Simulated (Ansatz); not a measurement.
# BF2H3Si: the cost of one run

Program: Ansatz 0.2.0, Gaussian basis. Level of theory: PBE0-D4/def2-TZVP structures, single points in def2-TZVPP, no counterpoise correction. These are calculated values, not measurements.

Levels: SPW92, PBE-D4, BLYP-D4, r2SCAN-D4, B97M-V, PBE0-D4, B3LYP-D4, r2SCAN0-D4, BHLYP-D4, CAM-B3LYP-D4, wB97X-V, wB97M-V, B2PLYP, PBE-QIDH, RPA on PBE, Hartree-Fock, MP2, CCSD, CCSD(T).

Correlated methods freeze the cores. B3LYP uses VWN-RPA correlation. B2PLYP carries no dispersion term here.

94 further runs of the same task are left out: 94 set aside as unsound or not needed.

**1. The starting structure**

The complex: 10 atoms, charge 0, spin multiplicity 1.

Atoms are counted from 1 here; the program's logs count them from 0.

Bond lengths: B1–Si2 2.039 Å, B1–F3 1.354 Å, B1–F4 1.354 Å, Si2–H7 1.490 Å, Si2–H8 1.490 Å, Si2–H9 1.490 Å, H5–O6 0.965 Å, O6–H10 0.965 Å. Angles: Si2–B1–F3 119.1°, Si2–B1–F4 119.1°, F3–B1–F4 114.2°, B1–Si2–H7 111.0°, B1–Si2–H8 111.0°, B1–Si2–H9 111.2°, H7–Si2–H8 107.8°, H7–Si2–H9 107.8°, H8–Si2–H9 107.8°, H5–O6–H10 107.1°.

As a file:

```mol
BF2H5OSi
  3D, bonds by distance, orders not assigned

 10  8  0  0  0  0  0  0  0  0999 V2000
   -0.3112   -0.7313   -0.1294 B   0  0
    1.1886    0.4688   -0.8143 Si  0  0
   -1.4118   -0.9134   -0.8971 F   0  0
   -0.0017   -1.7893    0.6571 F   0  0
   -2.0338    0.4308    0.9513 H   0  0
   -1.1045    0.3492    1.1996 O   0  0
    0.6452    1.7435   -1.3626 H   0  0
    2.1399    0.8121    0.2802 H   0  0
    1.9622   -0.2004   -1.8976 H   0  0
   -1.0727   -0.1701    2.0127 H   0  0
  1  2  8  0
  1  3  8  0
  1  4  8  0
  2  7  8  0
  2  8  8  0
  2  9  8  0
  5  6  8  0
  6 10  8  0
M  END
```

Its parts: BF₂H₃Si holds atoms 1, 2, 3, 4, 7, 8, 9; H₂O holds atoms 5, 6, 10. Each part counts its atoms afresh in its own runs.

**2. Relaxing BF₂H₃Si alone**

relax-a/in.yaml reads:

```yaml
crystal:
  periodic: [false, false, false]
  atoms:
    - {symbol: B, position_ang: [-0.311189, -0.731309, -0.129430]}
    - {symbol: Si, position_ang: [1.188562, 0.468845, -0.814250]}
    - {symbol: F, position_ang: [-1.411779, -0.913362, -0.897129]}
    - {symbol: F, position_ang: [-0.001678, -1.789291, 0.657132]}
    - {symbol: H, position_ang: [0.645202, 1.743507, -1.362587]}
    - {symbol: H, position_ang: [2.139858, 0.812107, 0.280194]}
    - {symbol: H, position_ang: [1.962159, -0.200405, -1.897641]}
basis:
  gaussian: {orbitals: def2-TZVP}
hamiltonian: {xc: pbe0, dispersion: d4}
relax: {f_tol: 0.005, max_steps: 200}
```

The run is started by

```bash
ansatz run in.yaml --threads 4 --pin off --events-out ev --progress --plain --max-ram 9574MiB
```

**Question.** How long does this run take on 4 threads of Arm Neoverse V2, shared host?

About 11 s.
